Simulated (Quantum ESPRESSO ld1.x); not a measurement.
# Ionising argon step by step, Ar⁷⁺ to Ar¹⁷⁺

Wanted: the ionisation ladder of argon and its errors against NIST. Each value is a difference of total energies (Δ-SCF).

The numbers are computed with Quantum ESPRESSO ld1.x 7.5 (scalar-relativistic Kohn-Sham, PBE, spin-unpolarised, spherical densities, point nucleus), except any that are marked as measured or tabulated.

## Step 1: What is computed

- element: argon (Z = 18)
- charges: 7 to 17
- first configuration: [Ne] 3s1
- last configuration: 1s1

Outer shells as boxes (Hund's rule):

Ar⁷⁺
```
[Ne] core
3s [↑ ]
```

Ar¹⁷⁺
```
1s [↑ ]
```

## Step 2: Ar⁷⁺, [Ne] 3s1

Input file ld1.in:

```fortran
 &input
    zed=18.0,
    iswitch=1,
    rel=1,
    dft='PBE',
    config='[Ne] 3s1',
    prefix='ld1',
    max_out_wfc=37,
    file_charge='ld1.rho',
 /
```

## Step 3: Ar⁸⁺, [Ne]

ld1.in, as its differences from that of step 2:

```diff
@@ -5,3 +5,3 @@
     dft='PBE',
-    config='[Ne] 3s1',
+    config='[Ne]',
     prefix='ld1',
```

## Step 4: Ar⁹⁺, [He] 2s2 2p5

ld1.in, as its differences from that of step 3:

```diff
@@ -5,3 +5,3 @@
     dft='PBE',
-    config='[Ne]',
+    config='[He] 2s2 2p5 3s0 3p0',
     prefix='ld1',
```

## Step 5: Ar¹⁰⁺, [He] 2s2 2p4

ld1.in, as its differences from that of step 4:

```diff
@@ -5,3 +5,3 @@
     dft='PBE',
-    config='[He] 2s2 2p5 3s0 3p0',
+    config='[He] 2s2 2p4 3s0 3p0',
     prefix='ld1',
```

## Step 6: Ar¹¹⁺, [He] 2s2 2p3

ld1.in, as its differences from that of step 5:

```diff
@@ -5,3 +5,3 @@
     dft='PBE',
-    config='[He] 2s2 2p4 3s0 3p0',
+    config='[He] 2s2 2p3',
     prefix='ld1',
```

## Step 7: Ar¹²⁺, [He] 2s2 2p2

ld1.in, as its differences from that of step 6:

```diff
@@ -5,3 +5,3 @@
     dft='PBE',
-    config='[He] 2s2 2p3',
+    config='[He] 2s2 2p2',
     prefix='ld1',
```

## Step 8: Ar¹³⁺, [He] 2s2 2p1

ld1.in, as its differences from that of step 7:

```diff
@@ -5,3 +5,3 @@
     dft='PBE',
-    config='[He] 2s2 2p2',
+    config='[He] 2s2 2p1',
     prefix='ld1',
```

## Step 9: Ar¹⁴⁺, [He] 2s2

ld1.in, as its differences from that of step 8:

```diff
@@ -5,3 +5,3 @@
     dft='PBE',
-    config='[He] 2s2 2p1',
+    config='[He] 2s2 2p0 3s0',
     prefix='ld1',
```

## Step 10: Ar¹⁵⁺, [He] 2s1

ld1.in, as its differences from that of step 9:

```diff
@@ -5,3 +5,3 @@
     dft='PBE',
-    config='[He] 2s2 2p0 3s0',
+    config='[He] 2s1',
     prefix='ld1',
```

## Step 11: Ar¹⁶⁺, [He]

ld1.in, as its differences from that of step 10:

```diff
@@ -5,3 +5,3 @@
     dft='PBE',
-    config='[He] 2s1',
+    config='[He]',
     prefix='ld1',
```

## Step 12: Ar¹⁷⁺, 1s1

ld1.in, as its differences from that of step 11:

```diff
@@ -5,3 +5,3 @@
     dft='PBE',
-    config='[He]',
+    config='1s1 2s0 2p0',
     prefix='ld1',
```

Q: Predict the outcome of this session. Wanted: for each run, species; configuration; Δ-SCF; −ε(HOMO); NIST; error.

The runs gave:

| species | configuration | Δ-SCF (eV) | −ε(HOMO) (eV) | NIST (eV) | error (%) |
| --- | --- | --- | --- | --- | --- |
| Ar⁷⁺ | [Ne] 3s1 | 143.60 | 134.32 | 143.46 (semi-emp.) | +0.1 |
| Ar⁸⁺ | [Ne] | 424.61 | 395.36 | 422.6 (semi-emp.) | +0.5 |
| Ar⁹⁺ | [He] 2s2 2p5 | 485.05 | 454.42 | 479.8 (semi-emp.) | +1.1 |
| Ar¹⁰⁺ | [He] 2s2 2p4 | 548.16 | 516.21 | 540 (semi-emp.) | +1.4 |
| Ar¹¹⁺ | [He] 2s2 2p3 | 613.79 | 580.61 | 619.0 (semi-emp.) | -0.8 |
| Ar¹²⁺ | [He] 2s2 2p2 | 681.75 | 647.45 | 685.5 (semi-emp.) | -0.5 |
| Ar¹³⁺ | [He] 2s2 2p1 | 751.73 | 716.47 | 755.1 (semi-emp.) | -0.5 |
| Ar¹⁴⁺ | [He] 2s2 | 856.98 | 826.80 | 855.5 (semi-emp.) | +0.2 |
| Ar¹⁵⁺ | [He] 2s1 | 915.94 | 886.97 | 918.38 (theory) | -0.3 |
| Ar¹⁶⁺ | [He] | 4146.0 | 4011.9 | 4120.7 (theory) | +0.6 |
| Ar¹⁷⁺ | 1s1 | 4399.2 | 4278.9 | 4426.2 (theory) | -0.6 |

In words: Reference values: NIST Atomic Spectra Database (exp. measured, semi-emp. semi-empirical, theory a theoretical value adopted there). The steepest step, after dividing by the final charge, comes at Ar¹⁶⁺ in [He], where the value goes from 915.94 to 4146.0 eV. There the highest level belongs to another shell. Against the measured or semi-empirical entries the Δ-SCF values err by +0.2 % on average (signed), at worst +1.4 % (Ar¹⁰⁺). Minus the highest eigenvalue gives 93 to 97 % of the Δ-SCF value along the ladder. Spin polarisation and multiplet splitting are left out, so open shells lie too high by an amount that depends on their filling.
